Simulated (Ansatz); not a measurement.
## B2H7NOSi, SMILES BO[SiH](B)N: a ladder of methods at one geometry, step by step

Computed with Ansatz's Python interface.

The script reads `b2h7nosi.xyz`:
```text
12

B     0.30660    1.59110    1.15030
O    -0.67810    0.55880    1.48340
Si   -0.49400   -0.69150    0.30320
B    -0.96800   -0.12120   -1.45850
N     1.24700   -1.25050    0.25260
H     1.34110    1.67100    1.60960
H    -0.05970    2.51480    0.42870
H    -1.26290   -1.81490    0.70860
H    -1.92380   -0.68160   -1.95020
H    -0.50240    0.77280   -1.96960
H     1.25830   -2.09960   -0.30570
H     1.81300   -0.50440   -0.21840
```

The cells in order, each with its output:

In [1]:
```python
from pathlib import Path

import ansatz as az
import numpy as np
```

In [2]:
```python
system = az.Crystal.molecule_from_extxyz('b2h7nosi.xyz')
```

In [3]:
```python
calculation = system.calculation()
calculation = calculation.basis(gaussian='def2-SVP').scf(lower_state_search='light')
```

In [4]:
```python
print('functional    E (Ha)        dipole (D)   HOMO (eV)  LUMO (eV)')
for name in ['revpbe', 'r2scan0', 'lda', 'hf', 'hse06']:
    report = calculation.functional(name).forces().orbitals().run(threads=1, runs_dir='runs').report
    lines = Path(report['orbitals_path']).read_text().splitlines()
    field_of = lambda key: [line.split('=')[1].strip() for line in lines if line.startswith(key)]
    orbitals = [(27.211386 * float(e), s, float(n)) for e, s, n in zip(field_of('Ene='), field_of('Spin='), field_of('Occup='))]
    homo = max(e for e, _, n in orbitals if n > 0.5)
    lumo = min(e for e, _, n in orbitals if n < 0.5)
    dipole = 4.803205 * np.linalg.norm(report['charge_distribution']['dipole_moment_e_ang'])
    print(f'{name:10s} {report["free_energy_ev"] / 27.211386246:14.6f} {dipole:9.3f} {homo:11.3f} {lumo:10.3f}')
```
```text
functional    E (Ha)        dipole (D)   HOMO (eV)  LUMO (eV)
revpbe        -473.026427     2.154      -5.893     -3.430
r2scan0       -472.990532     2.419      -7.461     -2.511
lda           -470.370423     2.282      -6.051     -3.836
hf            -471.470466     2.706     -10.619      0.970
hse06         -472.786031     2.353      -6.856     -3.044
```

Notes:
- These settings explore the input space; basis and method may be short of convergence.
- The geometry is a force-field or estimated start, not a minimum of this method, and the basis set is short of its limit. A lower total doesn't mark the better method: functionals have no common bound, and MP2 and coupled cluster aren't variational.
- Levels such as HOMO and LUMO are orbital energies: with these approximate functionals they aren't the ionisation energy and electron affinity, and their gap isn't the fundamental gap.
- hse06 follows the composition of plane-wave codes, whose totals differ by tens of mHa, up to about 0.1 Ha, from the form usual in Gaussian-basis programs (wpbeh).
- Hardware and time: 27 s on 1 thread of Arm Neoverse V1 (shared host), peak memory 0.31 GiB.
